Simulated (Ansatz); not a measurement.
# Sn: how well frozen cores do

The same cell of Sn is computed with full-potential LAPW, PAW on the default files and datasets made for this crystal, to set the results side by side.

Method: DFT PBEsol, scalar-relativistic, in Ansatz 0.2.0.

## (1) The structure to begin with

It takes space group I4/mmm (No. 139, tetragonal). Conventional cell: a = 3.182 Å, b = 3.182 Å, c = 5.831 Å, α = 90.00°, β = 90.00°, γ = 90.00°. Sn (site symmetry 4/mmm) has 4 Sn at 3.18 Å as nearest neighbours.

Coordinates:

```
CELL_PARAMETERS angstrom
-1.59075 1.59075 2.91565
1.59075 -1.59075 2.91565
1.59075 1.59075 -2.91565
ATOMIC_POSITIONS crystal
Sn 0.00000 0.00000 0.00000
```

The structure is an experimental refinement, used without relaxation.

## (2) Full-potential LAPW

Contents of input.yaml:

```yaml
crystal:
  lattice:
    - [-1.59075, 1.59075, 2.91565]
    - [1.59075, -1.59075, 2.91565]
    - [1.59075, 1.59075, -2.91565]
  atoms:
    - { symbol: Sn, position: [0.0, 0.0, 0.0] }
kpoints:
  mp_grid: { grid: [18, 18, 18] }
  band_path:
    path:
      - [0.0, 0.0, 0.0]
      - [0.0, 0.0, 0.5]
      - [0.25, 0.25, 0.25]
      - [0.0, 0.5, 0.0]
      - [0.0, 0.0, 0.0]
      - [0.5, 0.5, -0.5]
      - [0.3244171603, 0.6755828397, -0.3244171603]
      - [-0.3244171603, 0.3244171603, 0.3244171603]
      - [0.0, 0.0, 0.0]
    npoints: 14
scf:
  occupations: { method: fermi_dirac, width: 0.03 }
hamiltonian:
  xc: pbesol
  pseudopotentials: { kind: all_electron, lapw: { basis_error: 0.001 } }
output:
  forces: true
  stress: true
  eigenvalues: true
  populations: true
  dos: { projected: true, de: 0.2, e_range: [-14, 8] }
```

On the command line:

```bash
$ ansatz run input.yaml --threads 1 --pin off --max-ram 3072MiB --backend cpu --events-out ev --progress --plain --runs-dir out
```

## (3) PAW on the default files

input.yaml: that of step 2 with these lines changed.

```diff
@@ -25,3 +25,3 @@
   xc: pbesol
-  pseudopotentials: { kind: all_electron, lapw: { basis_error: 0.001 } }
+  pseudopotentials: { kind: paw }
 output:
@@ -30,3 +30,9 @@
   eigenvalues: true
+  efg: { contact_densities: true }
   populations: true
+  bader: true
   dos: { projected: true, de: 0.2, e_range: [-14, 8] }
+  write_density: true
+  write_potential: true
+  elf: true
+  volumetric_format: npy
```

## (4) Datasets made for this crystal

input.yaml: that of step 3 with these lines changed.

```diff
@@ -20,3 +20,3 @@
       - [0.0, 0.0, 0.0]
-    npoints: 14
+    npoints: 8
 scf:
@@ -25,3 +25,3 @@
   xc: pbesol
-  pseudopotentials: { kind: paw }
+  pseudopotentials: { kind: all_electron, datasets: crystal }
 output:
@@ -31,8 +31 @@
   efg: { contact_densities: true }
-  populations: true
-  bader: true
-  dos: { projected: true, de: 0.2, e_range: [-14, 8] }
-  write_density: true
-  write_potential: true
-  elf: true
-  volumetric_format: npy
```

(Steps that only read results are left out.)

Before running it: what results should come out? Wanted: pressure; gap.

The runs gave:

| quantity | value |
| --- | --- |
| pressure | LAPW -4.11, PAW -4.11, crystal datasets -4.11 GPa |
| gap (LAPW) | none |

In words: At this geometry the cell is under tension of 4.1 GPa, so it would shrink if let go. There is no gap at this level; the crystal is a metal here. Within 0.3 eV of the Fermi level the largest projected share is Sn 5p (86 %). The projection holds only the free atom's occupied shells (Sn 5s, Sn 5p in this range). The field gradient at Sn, the largest by crystal datasets, is 8.49 by PAW and 8.67 by crystal datasets (10²¹ V/m²), within 5 %. Spin–orbit coupling is left out, which moves gradients at and beside heavy atoms by some per cent and at worst by a factor of two. In pressure, PAW differs from LAPW by less than 0.01 GPa. The price, with the outputs that each input asks for: 42 s for LAPW against 19 s for PAW, about 2.2 to one.
